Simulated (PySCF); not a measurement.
# The bond of CaIn−, level by level

Aim: find the lowest electronic state of CaIn−, scan its bond at several levels of theory, and get bond length, wavenumber and dissociation energy from each curve.

The runs use PySCF 2.14.0; Ca def2-SVPD, In def2-SVPD with ECP28, scalar-relativistic core potentials.

4 further runs of the same task are left out: 4 set aside as unsound or not needed.

## Step 1: Set-up

A driver script around PySCF takes these settings:

```json
{
 "atoms": "Ca, In",
 "charge": "-1",
 "basis": "Ca def2-SVPD, In def2-SVPD with ECP28",
 "Hamiltonian": "scalar-relativistic core potentials",
 "basis functions": "59",
 "electrons treated": "42",
 "masses in u": "39.9626, 114.9039",
 "levels": "PBE0, PBE, r²SCAN, PBEsol, B3LYP, BP86, CAM-B3LYP, MP2",
 "grid": "80 radial by 434 angular points",
 "occupations": "held fixed by the projection of orbital angular momentum",
 "dissociation limit": "Ca + In−, each in its ground configuration",
 "starting distance in angstrom": "3.080",
 "values of 2S to try": "0, 2"
}
```

Started as:

```bash
$ OMP_NUM_THREADS=1 python dia.py task.json out
```

After this run come: The PBE0 curve of the state that the search chose; PBE (GGA); r²SCAN; PBEsol (GGA); B3LYP; BP86 (GGA); CAM-B3LYP (range-separated hybrid).

**Question.** What will these runs give? Wanted: for each run, Re; ωe; De; μ.

**Answer**, as computed:

Lowest PBE0 solution found, without spin–orbit coupling: ³Σ⁻ (triplet), unpaired electrons π ↑↑.

| level | Re (Å) | ωe (cm⁻¹) | De (eV) | μ (D) |
| --- | --- | --- | --- | --- |
| ROHF-MP2 | 3.166 | 142.1 | 1.12 | n/a |
| PBE | 3.079 | 154.7 | 1.60 | 3.95 |
| PBEsol | 3.034 | 162.0 | 1.72 | 3.80 |
| BP86 | 3.071 | 154.8 | 1.53 | 3.72 |
| r²SCAN | 3.044 | 165.8 | 1.69 | 3.81 |
| B3LYP | 3.111 | 145.9 | 1.25 | 3.61 |
| PBE0 | 3.082 | 155.2 | 1.44 | 3.83 |
| CAM-B3LYP | 3.087 | 147.2 | 1.11 | 3.60 |

De is counted to Ca + In− in their ground configurations. A positive dipole points from Ca to In; in an ion it is taken about the centre of mass and does not tell which atom is negative. ⟨S²⟩ is off the pure value of 2.00 by over a tenth at r²SCAN 2.36, PBE0 2.21.

Bond lengths run from 3.034 Å (PBEsol) to 3.166 Å (ROHF-MP2). Of the levels with a De here, CAM-B3LYP gives the least (1.11 eV) and PBEsol the most (1.72 eV).

Correlated steps freeze 9 core orbitals. These are scalar-relativistic numbers at best; spin–orbit coupling would shift them, the dissociation energy most. With some functionals the highest level of the anion is positive, from self-interaction error or because the anion is truly unbound there; the finite basis then holds the extra electron, and no neutral molecule was run to test the binding.
